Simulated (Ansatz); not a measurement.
## C2H9AlSi2, SMILES C[SiH2][SiH]1[CH2][AlH]1: a geometry optimisation, step by step

With Ansatz 0.2.0, Python API.

Run as a notebook:

**Cell 1**
```python
import ansatz as az
import numpy as np
```

**Cell 2**
```python
GEOMETRY = """
C    -1.74080   -0.18720   -1.44710
Si   -0.81090   -1.23060   -0.30270
Si    0.14490    0.04960    1.22900
C     1.40770    1.28210    0.43780
Al    2.57230   -0.05050    1.20140
H    -2.56070    0.42480   -0.88410
H    -2.25420   -0.77020   -2.22410
H    -1.07030    0.59850   -1.95950
H     0.22620   -1.93210   -1.02230
H    -1.70280   -2.18860    0.37690
H    -0.66530    0.74920    2.25240
H     1.29860    1.28150   -0.64980
H     1.29490    2.29240    0.91710
H     3.84730   -0.34800    2.10400
"""

system = az.Crystal.molecule()
for line in GEOMETRY.strip().splitlines():
    symbol, *xyz = line.split()
    system = system.atom(symbol, [float(v) for v in xyz])
```

**Cell 3**
```python
calculation = (
    system.calculation()
    .basis(gaussian="def2-SVP")
    .functional("b3lyp")
)
symbols = [site.symbol for site in system.cartesian_sites]
start = np.array([site.position_ang for site in system.cartesian_sites], dtype=float)
def progress(event):
    if event["event"] == "relax_step":
        row = event["data"]
        print(f"step {row['step']:3d}  E = {row['lagrangian_ev']:.6f} eV  max force {row['allowed_force_max_ev_ang']:.4f} eV/A")
```

**Cell 4**
```python
data = calculation.relax(force_tolerance=0.02).session().plan().execute(on_event=progress).report
end = np.array(data["positions_ang"])
```
Output:
```text
step   1  E = -24564.018212 eV  max force 2.7775 eV/A
step   2  E = -24564.639009 eV  max force 1.2476 eV/A
step   3  E = -24564.752961 eV  max force 0.2607 eV/A
step   4  E = -24564.763508 eV  max force 0.0630 eV/A
step   5  E = -24564.767110 eV  max force 0.0485 eV/A
step   6  E = -24564.769070 eV  max force 0.0505 eV/A
step   7  E = -24564.770580 eV  max force 0.0423 eV/A
step   8  E = -24564.771564 eV  max force 0.0209 eV/A
step   9  E = -24564.772615 eV  max force 0.0426 eV/A
step  10  E = -24564.773349 eV  max force 0.0470 eV/A
step  11  E = -24564.773690 eV  max force 0.0446 eV/A
step  12  E = -24564.774116 eV  max force 0.0284 eV/A
step  13  E = -24564.774302 eV  max force 0.0080 eV/A
```

**Cell 5**
```python
for key in ("converged", "free_energy_ev", "reference_energy_ev", "n_frozen", "n_occupied", "n_virtual"):
    print(f"{key:22s} {data[key]}")

print("bond        before    after (A)")
for i, j in [(0, 1), (0, 5), (0, 6), (0, 7), (1, 2), (1, 8), (1, 9), (2, 3), (2, 4), (2, 10), (3, 4), (3, 11), (3, 12), (4, 13)]:
    d0, d1 = (np.linalg.norm(xyz[i] - xyz[j]) for xyz in (start, end))
    print(f"{symbols[i]}{i}-{symbols[j]}{j}".ljust(10), f"{d0:8.4f} {d1:8.4f}")
```
Output:
```text
converged              True
free_energy_ev         -24564.77462525531
reference_energy_ev    -24564.77462525531
n_frozen               0
n_occupied             [31, 31]
n_virtual              [96, 96]
bond        before    after (A)
C0-Si1       1.8064   1.8973
C0-H5        1.1678   1.1017
C0-H6        1.0987   1.1024
C0-H7        1.1530   1.1018
Si1-Si2      2.2133   2.3487
Si1-H8       1.4441   1.4988
Si1-H9       1.4748   1.4968
Si2-C3       1.9338   1.9674
Si2-Al4      2.4296   2.3490
Si2-H10      1.4809   1.4982
C3-Al4       1.9275   1.9603
C3-H11       1.0931   1.1027
C3-H12       1.1239   1.1039
Al4-H13      1.5902   1.5814
```

Reading the output:
- Total energies depend on the basis set; only differences at equal settings carry meaning.
- The end point is the stationary point reached from this start; no frequency run checks that it is a minimum, and the basis set is modest.
- b3lyp holds the VWN-RPA fit, as in Gaussian; the form of ORCA and Turbomole is b3lyp5.
- Wall time of the script: 98 s on 1 thread of Arm Neoverse V2, with other jobs on the host, peak memory 0.39 GiB.

(Lines on the test bed's own set-up are left out of the output.)
